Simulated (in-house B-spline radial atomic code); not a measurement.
# Se⁴⁺: ionisation energy by several methods

One table from this session's results is given with a row withheld; the runs are named, their logs left out.

Program: in-house B-spline radial atomic code version 1. Level of theory: scalar-relativistic (X2C), several functionals, spin-polarised; spherical all-electron atom at the radial basis limit. These are calculated values, not measurements, unless marked.

## The system

| Property | Result |
| --- | --- |
| element | selenium (Z = 34) |
| charge | +4 |
| electrons | 30 |
| configuration | [Ar] 3d10 4s2 |
| nucleus | Fermi, rms radius 4.140 fm |

Outer shells as boxes (Hund's rule):

[Ar] 3d10 4s2
```
[Ar] core
3d [↑↓][↑↓][↑↓][↑↓][↑↓]
4s [↑↓]
```

Where spins are not typed, each open shell is filled with up spins first.

Set-up of the first run:

The run's settings:

```ini
Z = 34
electrons = 30.0
configuration = [Ar] 3d10 4s2
hamiltonian = x2c
method = hf,
spin_polarised = True
nucleus = fermi
rms_radius = 4.14
mass_number = 80
atomic_mass = 79.916521761
speed_of_light = 137.035999084
```

Among the steps run: fractional-occupation HF; BP86; RPBE; CAM-B3LYP; r2SCAN; TPSS; LDA (PW92); revTPSS; B3LYP; TPSSh.

One table of the session follows, with a row left open; its other results are not shown here.

| method | ΔSCF (eV) |
| --- | --- |
| LDA (PW92) | 68.557 |
| BP86 | 68.187 |
| RPBE | 67.879 |
| r2SCAN | 67.531 |
| TPSS | 67.672 |
| revTPSS | ? |
| B3LYP | 68.203 |
| TPSSh | 67.548 |
| CAM-B3LYP | 68.190 |
| fractional-occupation HF | 65.581 |

Estimate the missing values for revTPSS.

**Answer.** ΔSCF (eV): 67.541. In the column «ΔSCF (eV)» it lies between r2SCAN (67.531) and TPSSh (67.548).
